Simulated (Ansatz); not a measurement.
**AlGa₂H (triplet): the correlation ladder, cc-pVDZ**

An exercise on one series of results from a longer session: the logs are not shown, and one member is left open.

Method: cc-pVDZ, core rule «outside noble gas», up to 33 orbitals frozen; program: Ansatz 0.2.0, Gaussian basis.

The runs, in order: UHF; CCSD(T) on ROHF; CCSD(T) on UHF; BCCD(T) on ROHF; CISD as a restricted active space (open shells left free, so some higher excitations enter); CCSDT(Q) on ROHF; CCSDT(Q) on UHF.

5 further runs of the same task are left out: 1 that didn't finish, 4 set aside as unsound or not needed. Runs told in other sessions of the task aren't counted.

## The system

The geometry is a PBE0/def2-TZVP stationary point (not a proven minimum) of the parent state, kept for this charge and spin. No spin-orbit coupling is included. The filled d shell of Ga may be among the frozen orbitals whatever the setting's name suggests.

4 atoms, charge 0, spin multiplicity 3.

Atoms are counted from 1 here; the program's logs count them from 0.

Bond lengths: Al1–Ga2 2.695 Å, Ga2–Ga3 2.699 Å, Ga2–H4 1.624 Å. Angles: Al1–Ga2–Ga3 147.2°, Al1–Ga2–H4 107.8°, Ga3–Ga2–H4 105.0°.

The first run:

The input, in.yaml:

```yaml
crystal:
  periodic: [false, false, false]
  atoms:
    - {symbol: Al, position_ang: [0.000000, -0.535111, 3.219919]}
    - {symbol: Ga, position_ang: [0.000000, 0.387846, 0.687685]}
    - {symbol: Ga, position_ang: [0.000000, -0.209841, -1.944581]}
    - {symbol: H, position_ang: [0.000000, 2.011092, 0.750236]}
basis:
  gaussian: {orbitals: cc-pVDZ}
magnetization: {spin_polarized: true, initial_magnetization: 2}
hamiltonian: {xc: hf}
output: {orbitals: {seedname: orbitals}}
```

Run with:

```sh
ansatz run in.yaml --threads 1 --pin off --events-out ev --progress --plain --max-ram 4096MiB --backend cpu
```

Among the steps run: UHF; CCSD(T) on ROHF; CCSD(T) on UHF; BCCD(T) on ROHF; CISD as a restricted active space (open shells left free, so some higher excitations enter); CCSDT(Q) on ROHF; CCSDT(Q) on UHF.

One of the session's tables, all rows but one given; the rest of the session is left out.

| method | from RCCSDT(Q) (meV) |
| --- | --- |
| ROHF | +5518.9 |
| UHF | +5290.1 |
| RMP2 | +1477.6 |
| UMP2 | +1592.2 |
| CISD | +977.8 |
| RCCSD | +361.2 |
| UCCSD | +347.3 |
| RCCSD(T) | +96.8 |
| UCCSD(T) | +97.6 |
| BCCD(T) | +98.3 |
| RCCSDT | ? |
| UCCSDT | +20.8 |
| RCCSDT(Q) | 0 |
| UCCSDT(Q) | -6.3 |

**Question.** Estimate the row for RCCSDT.

**Answer.** from RCCSDT(Q) (meV): +26.5. In the column «from RCCSDT(Q) (meV)» it lies between UCCSDT (+20.8) and RCCSD(T) (+96.8).

Limits of these values: Warnings: spin contamination; coupled cluster took another determinant than the lowest. Restricted and unrestricted rows rest on different reference determinants; a gap between their highest levels can come from leftover correlation error, from unlike frozen cores or from another state.
